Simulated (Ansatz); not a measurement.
**Ta3AsAu2O13 in Ansatz: convergence with k mesh**

Input of the first run (k mesh 2 × 2 × 1); the others differ in this setting and in those tied to it:

Contents of input.yaml:

```yaml
crystal:
  lattice:
    - [6.80067, -1.92163, -0.02621]
    - [6.80067, 1.92163, -0.02621]
    - [-1.72225, 0.0, 10.37288]
  atoms:
    - { symbol: Ta, position: [0.29832, 0.29832, 0.63042] }
    - { symbol: Ta, position: [0.35838, 0.35838, 0.00386] }
    - { symbol: Ta, position: [0.64153, 0.64153, 0.99841] }
    - { symbol: As, position: [0.7021, 0.7021, 0.36249] }
    - { symbol: Au, position: [0.60176, 0.60176, 0.63181] }
    - { symbol: Au, position: [0.39989, 0.39989, 0.36577] }
    - { symbol: O, position: [0.34257, 0.34257, 0.80557] }
    - { symbol: O, position: [0.41638, 0.41638, 0.55635] }
    - { symbol: O, position: [0.78159, 0.78159, 0.59389] }
    - { symbol: O, position: [0.65958, 0.65958, 0.20071] }
    - { symbol: O, position: [0.59095, 0.59095, 0.43486] }
    - { symbol: O, position: [0.21897, 0.21897, 0.41156] }
    - { symbol: O, position: [0.61546, 0.61546, 0.82214] }
    - { symbol: O, position: [0.144, 0.144, 0.64097] }
    - { symbol: O, position: [0.383, 0.383, 0.17947] }
    - { symbol: O, position: [0.84498, 0.84498, 0.35825] }
    - { symbol: O, position: [0.5005, 0.5005, 0.00258] }
    - { symbol: O, position: [0.81269, 0.81269, 0.99232] }
    - { symbol: O, position: [0.18737, 0.18737, 0.00856] }
hamiltonian:
  xc: pbe
  pseudopotentials: { kind: paw }
kpoints:
  mp_grid: { grid: [2, 2, 1] }
scf:
  occupations: { method: fermi_dirac, width: 0.05 }
output:
  forces: true
  stress: true
  eigenvalues: true
```

Potentials or basis: Ansatz PAW.

Command:

```sh
$ ansatz run input.yaml --threads 8 --pin off --max-ram 20480MiB --backend cpu --events-out ev --progress --plain --runs-dir out
```

The cell was built by a generator and needn't be a form met in nature.

Hardware: 8 threads of Arm Neoverse V1 (shared host).

```tsv
k mesh	energy less the tightest run, at zero smearing (meV/atom)	pressure (GPa)	largest force (eV/Å)	SCF cycles	CPU time (s)	peak memory (GiB)
2 × 2 × 1	22.02	0.47	1.015	15	12	0.76
3 × 3 × 1	17.05	0.26	0.438	12	22	0.87
4 × 4 × 2	3.18	0.07	0.089	11	55	1.4
5 × 5 × 2	1.23	0.02	0.043	10	80	1.5
7 × 7 × 3	0.21	0.01	0.015	11	220	1.8
8 × 8 × 3	0.05	0.00	0.011	10	260	2
10 × 10 × 4	-0.02	-0.02	0.012	11	570	2.8
12 × 12 × 5	0.00	-0.02	0.014	10	930	4
```

Against the tightest run, the energy stays within 1 meV/atom from 7 × 7 × 3 on; the pressure stays within 0.1 GPa from 4 × 4 × 2 on; the largest force stays within 0.005 eV/Å from 7 × 7 × 3 on. Meshes of other sizes hit other points, so gaps and Fermi surfaces needn't settle smoothly. The tightest run that finished is the yardstick and may itself not be fully converged.

Caveat, for the tightest run too: the pressure holds a Pulay correction of +0.6 GPa for the finite cutoff. Spin-orbit coupling is left out, which matters for the levels of Au, Ta.
